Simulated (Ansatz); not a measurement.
# K2NiO2: the cost of one run

Program: Ansatz 0.2.0. Level of theory: DFT r²SCAN+U (U_eff = 1 eV on Ni d), plane waves, PAW. These are calculated values, not measurements.

## 1. The system as given

It takes space group I4/mmm (No. 139, tetragonal). Conventional cell: a = 3.953 Å, b = 3.953 Å, c = 12.838 Å, α = 90.00°, β = 90.00°, γ = 90.00°. K (site symmetry 4mm) has 5 O at 2.71 to 2.81 Å as nearest neighbours. Ni (site symmetry 4/mmm) has 2 O at 1.69 Å as nearest neighbours. O (site symmetry 4mm) has 1 Ni at 1.69 Å as nearest neighbours.

Coordinates:

```xyz
5
Lattice="-1.9764 1.9764 6.4192 1.9764 -1.9764 6.4192 1.9764 1.9764 -6.4192" Properties=species:S:1:pos:R:3 pbc="T T T"
K     0.0000    0.0000    8.4400
K     0.0000    0.0000    4.3984
Ni    0.0000    0.0000    0.0000
O     0.0000    0.0000   11.1514
O     0.0000    0.0000    1.6870
```

## 2. Ferromagnetic start, free, symmetry kept, no search

Input file input.yaml:

```yaml
crystal:
  lattice:
    - [-1.97639993, 1.97639993, 6.41919976]
    - [1.97639993, -1.97639993, 6.41919976]
    - [1.97639993, 1.97639993, -6.41919976]
  atoms:
    - { symbol: K, position: [0.6574, 0.6574, 0.0] }
    - { symbol: K, position: [0.3426, 0.3426, 0.0] }
    - { symbol: Ni, position: [0.0, 0.0, 0.0], spin: 2.0 }
    - { symbol: O, position: [0.8686, 0.8686, 0.0] }
    - { symbol: O, position: [0.1314, 0.1314, 0.0] }
basis:
  ecutwfc: 500
  ecutrho_ratio: 4
kpoints:
  mp_grid: { grid: [7, 7, 7] }
hamiltonian:
  xc: r2scan
  hubbard: { sites: [{ site: 2, l: d, u_eff: 1.0 }] }
scf:
  occupations: { method: gaussian, width: 0.05 }
  lower_state_search: "off"
  max_iter: 150
output:
  forces: true
  stress: true
  eigenvalues: true
  populations: true
  hubbard: { sites: [{ site: 2, l: d }] }
magnetization:
  spin_polarized: true
```

Run with:

```console
> ansatz run input.yaml --threads 4 --pin off --max-ram 6144MiB --backend cpu --events-out ev --progress --plain --runs-dir out
```

Q: Estimate wall time and peak memory on 4 threads of Arm Neoverse V1, shared host.

About 19 s, with a peak of 0.85 GiB.
